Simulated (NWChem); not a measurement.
**the pair BH2ClO···SiH2O: a chain of runs**

Aim: the energy (singlet BSiH4ClO2, CCSD(T)/pcseg-1), then a single-point energy (singlet BH2ClO, CCSD(T)/pcseg-1), then the energy (singlet SiH2O, CCSD(T)/pcseg-1), then the energy (singlet BH2ClO, CCSD(T)/pcseg-1), then a single-point energy (singlet SiH2O, CCSD(T)/pcseg-1) of BClH4O2Si and its partners. 

Program for the calculation: NWChem 7.3.0.

### Step 1. Starting point

BSiH4ClO2: 9 atoms, total charge 0, spin state singlet. The two molecules were placed rigidly side by side, at 1 times their contact distance; the pair isn't optimised.

Bond lengths: O1–B2 1.340 Å, B2–Cl3 1.766 Å, O6–Si7 1.516 Å, O1–H4 0.963 Å, B2–H5 1.189 Å, Si7–H8 1.485 Å, Si7–H9 1.486 Å. Angles: O1–B2–Cl3 121.0°, O1–B2–H5 119.8°, Cl3–B2–H5 119.2°, B2–O1–H4 113.9°, O6–Si7–H8 124.0°, O6–Si7–H9 124.0°, H8–Si7–H9 111.9°.

### Step 2. The energy at CCSD(T)/pcseg-1 (run 1)

The input, struct.nw:

```
start struct
title "BClH4O2Si energy"
memory 2200 mb

geometry noautosym nocenter noautoz
O       -0.873280      -0.603860       0.005380
B        0.369020      -0.122460       0.146180
Cl       0.778620       1.510740      -0.387020
H       -1.487680       0.015940      -0.401420
H        1.213320      -0.800360       0.636880
O        2.258930      -2.790090      -1.024170
Si       1.516910      -3.734150      -1.949180
H        0.677870      -4.867540      -1.482170
H        1.541670      -3.636610      -3.431350
end

basis spherical bse
* library pcseg-1
end

scf
thresh 1e-08
maxiter 80
noprint "final vectors analysis"
end

ccsd
freeze core 13
maxiter 60
end

task ccsd(t) energy
```

Started as:

```
$ nwchem struct.nw > struct.out
```

Standard output, cut to the lines that bear on the results:

```text
[...]
  functions       =    98
[...]
  wavefunction    = RHF
[...]
         Total SCF energy =   -925.135113799264
      One-electron energy =  -1725.724411527290
      Two-electron energy =    576.410173796705
 Nuclear repulsion energy =    224.179123931321
        Time for solution =     12.8s
[...]
 Total MP2 energy:           -925.822171362785525
[...]
             energy      energy      error      ampl     ampl      Block
                                                time     time      time
[...]
 Total CCSD energy:           -925.856338117946734
[...]
 Total CCSD+T(CCSD) energy:           -925.876919207982041
[...]
 Total CCSD(T) energy:                -925.874467033283508
[...]
```

Wall time 2.4 min (1 thread of Intel Xeon 6975P-C (Granite Rapids), shared host); peak memory 0.35 GiB.

### Step 3. BH2ClO: a single-point energy at CCSD(T)/pcseg-1 (run 2)

The input, mol.nw:

```
start mol
title "BClH2O"
memory total 2200 mb

geometry units angstroms noautosym nocenter noautoz
 O       -0.873280      -0.603860       0.005380
 B        0.369020      -0.122460       0.146180
 Cl       0.778620       1.510740      -0.387020
 H       -1.487680       0.015940      -0.401420
 H        1.213320      -0.800360       0.636880
end

basis "ao basis" spherical bse
 O library pcseg-1
 B library pcseg-1
 Cl library pcseg-1
 H library pcseg-1
end

scf
 thresh 1e-08
 maxiter 80
 print low
end

ccsd
 freeze core 7
 maxiter 60
end

task ccsd(t) energy
```

Started as:

```
$ nwchem mol.nw > mol.out
```

Standard output, cut to the lines that bear on the results:

```text
[...]
  functions       =    56
[...]
  wavefunction    = RHF
[...]
         Total SCF energy =   -560.245176251849
      One-electron energy =   -941.249596842776
      Two-electron energy =    296.282744357394
 Nuclear repulsion energy =     84.721676233534
        Time for solution =      3.5s
[...]
 Total MP2 energy:           -560.646308371846885
[...]
             energy      energy      error      ampl     ampl      Block
                                                time     time      time
[...]
 Total CCSD energy:           -560.669498077739149
[...]
 Total CCSD+T(CCSD) energy:           -560.679896941802212
[...]
 Total CCSD(T) energy:                -560.679160361394452
[...]
```

Run time: 17 s. Hardware: 1 thread of Intel Xeon 6975P-C (Granite Rapids), shared host; peak memory 0.12 GiB.

### Step 4. SiH2O: a single-point energy at CCSD(T)/pcseg-1 (run 3)

The input, struct.nw:

```
start struct
title "H2OSi"
memory stack 880 mb heap 220 mb global 1100 mb
charge 0

geometry noautosym nocenter noautoz
  O        2.258930      -2.790090      -1.024170
  Si       1.516910      -3.734150      -1.949180
  H        0.677870      -4.867540      -1.482170
  H        1.541670      -3.636610      -3.431350
end

basis spherical bse
  * library pcseg-1
end

scf
  thresh 1e-08
  maxiter 80
  print low
end

ccsd
  freeze core 6
  maxiter 60
end

task ccsd(t) energy
```

Started as:

```
$ nwchem struct.nw > struct.out
```

Standard output, cut to the lines that bear on the results:

```text
[...]
  functions       =    42
[...]
  wavefunction    = RHF
[...]
         Total SCF energy =   -364.888630612046
      One-electron energy =   -610.150075256499
      Two-electron energy =    192.776518061835
 Nuclear repulsion energy =     52.484926582618
        Time for solution =      2.1s
[...]
 Total MP2 energy:           -365.174145604380612
[...]
             energy      energy      error      ampl     ampl      Block
                                                time     time      time
[...]
 Total CCSD energy:           -365.185014268089333
[...]
 Total CCSD+T(CCSD) energy:           -365.195140149601912
[...]
 Total CCSD(T) energy:                -365.193382977291776
[...]
```

It took 7.5 s on 1 thread of Intel Xeon 6975P-C (Granite Rapids), shared host; peak memory 0.1 GiB.

### Step 5. BH2ClO among ghost functions: a single-point energy at CCSD(T)/pcseg-1 (with ghost functions) (run 4)

The input, calc.nw:

```
start calc
title "BClH2O"
memory 2200 mb
charge 0

geometry units atomic noautosym nocenter noautoz
  O     -1.65026003    -1.14113002     0.01016673
  B      0.69734673    -0.23141586     0.27624016
  Cl     1.47137856     2.85488485    -0.73136180
  H     -2.81130776     0.03012223    -0.75857386
  H      2.29284250    -1.51246120     1.20352877
  bqO      4.268759    -5.272506    -1.935401
  bqSi     2.866544    -7.056521    -3.683416
  bqH      1.280989    -9.198318    -2.800895
  bqH      2.913334    -6.872197    -6.484312
end

basis spherical bse
  O library pcseg-1
  B library pcseg-1
  Cl library pcseg-1
  H library pcseg-1
  bqO library O pcseg-1
  bqSi library Si pcseg-1
  bqH library H pcseg-1
end

scf
  singlet
  rhf
  thresh 1e-08
  maxiter 80
  print low
end

ccsd
  freeze core 7
  maxiter 60
end

task ccsd(t) energy
```

Started as:

```
$ nwchem calc.nw > calc.out
```

Standard output, cut to the lines that bear on the results:

```text
[...]
  functions       =    98
[...]
  wavefunction    = RHF
[...]
         Total SCF energy =   -560.245324957376
      One-electron energy =   -941.249007708861
      Two-electron energy =    296.282012651614
 Nuclear repulsion energy =     84.721670099871
        Time for solution =     10.3s
[...]
 Total MP2 energy:           -560.646675545472363
[...]
             energy      energy      error      ampl     ampl      Block
                                                time     time      time
[...]
 Total CCSD energy:           -560.669870366820419
[...]
 Total CCSD+T(CCSD) energy:           -560.680297159530255
[...]
 Total CCSD(T) energy:                -560.679558336147352
[...]
```

Wall time 98 s (1 thread of Intel Xeon 6975P-C (Granite Rapids), shared host); peak memory 0.25 GiB.

### Step 6. SiH2O among ghost functions: the energy at CCSD(T)/pcseg-1 (with ghost functions) (run 5)

The input, run.nw:

```
START run
memory stack 880 mb heap 220 mb global 1100 mb

GEOMETRY units atomic noautosym nocenter noautoz
   O      4.26875903    -5.27250596    -1.93540081
   Si     2.86654446    -7.05652081    -3.68341637
   H      1.28098865    -9.19831750    -2.80089537
   H      2.91333407    -6.87219692    -6.48431174
   bqO     -1.650260    -1.141130     0.010167
   bqB      0.697347    -0.231416     0.276240
   bqCl     1.471379     2.854885    -0.731362
   bqH     -2.811308     0.030122    -0.758574
   bqH      2.292843    -1.512461     1.203529
END

BASIS spherical bse
   O library pcseg-1
   Si library pcseg-1
   H library pcseg-1
   bqO library O pcseg-1
   bqB library B pcseg-1
   bqCl library Cl pcseg-1
   bqH library H pcseg-1
END

SCF
   nopen 0
   rhf
   thresh 1e-08
   maxiter 80
   noprint "final vectors analysis"
END

CCSD
   freeze core 6
   maxiter 60
END

TASK ccsd(t) energy
```

Started as:

```
$ nwchem run.nw > run.out
```

Standard output, cut to the lines that bear on the results:

```text
[...]
  functions       =    98
[...]
  wavefunction    = RHF
[...]
         Total SCF energy =   -364.889245134516
      One-electron energy =   -610.138619590284
      Two-electron energy =    192.764451609993
 Nuclear repulsion energy =     52.484922845774
        Time for solution =      9.3s
[...]
 Total MP2 energy:           -365.175218550972147
[...]
             energy      energy      error      ampl     ampl      Block
                                                time     time      time
[...]
 Total CCSD energy:           -365.186007078231341
[...]
 Total CCSD+T(CCSD) energy:           -365.196197409308013
[...]
 Total CCSD(T) energy:                -365.194437606877443
[...]
```

Wall time 89 s (1 thread of Intel Xeon 6975P-C (Granite Rapids), shared host); peak memory 0.2 GiB.

### Step 7. Summary of results

| quantity | value |
| --- | --- |
| run 1, CCSD(T)/pcseg-1: total energy | -925.87447 Eh |
| run 1, CCSD(T)/pcseg-1: correlation energy (13 core orbitals frozen) | -739.4 mEh |
| run 1, CCSD(T)/pcseg-1: (T) correction | -18.13 mEh |
| BH2ClO: total energy | -560.67916 Eh |
| BH2ClO: correlation energy (7 core orbitals frozen) | -434.0 mEh |
| BH2ClO: (T) correction | -9.66 mEh |
| SiH2O: total energy | -365.19338 Eh |
| SiH2O: correlation energy (6 core orbitals frozen) | -304.8 mEh |
| SiH2O: (T) correction | -8.37 mEh |
| BH2ClO among ghost functions: total energy | -560.67956 Eh |
| BH2ClO among ghost functions: correlation energy (7 core orbitals frozen) | -434.2 mEh |
| BH2ClO among ghost functions: (T) correction | -9.69 mEh |
| SiH2O among ghost functions: total energy | -365.19444 Eh |
| SiH2O among ghost functions: correlation energy (6 core orbitals frozen) | -305.2 mEh |
| SiH2O among ghost functions: (T) correction | -8.43 mEh |
| interaction energy of the rigid parts BH2ClO and SiH2O (parts in their own basis; closest atoms 2.79 Å apart) | -0.052 eV |
| interaction energy of the rigid parts BH2ClO and SiH2O (parts in the whole basis, counterpoise; closest atoms 2.79 Å apart) | -0.013 eV |

What this shows: The interaction energy of the rigid parts BH2ClO and SiH2O (parts in their own basis; closest atoms 2.79 Å apart) is −0.05 eV (−1.2 kcal/mol): the parts attract. Without counterpoise this holds the superposition error of the basis. The interaction energy of the rigid parts BH2ClO and SiH2O (parts in the whole basis, counterpoise; closest atoms 2.79 Å apart) is −0.01 eV (−1.2 kJ/mol). The basis-set superposition error is 3.8 kJ/mol. The triples (run 1, CCSD(T)/pcseg-1) make up 2.5 % of the correlation energy. The triples (BH2ClO) make up 2.2 % of the correlation energy. The triples (SiH2O) make up 2.7 % of the correlation energy.
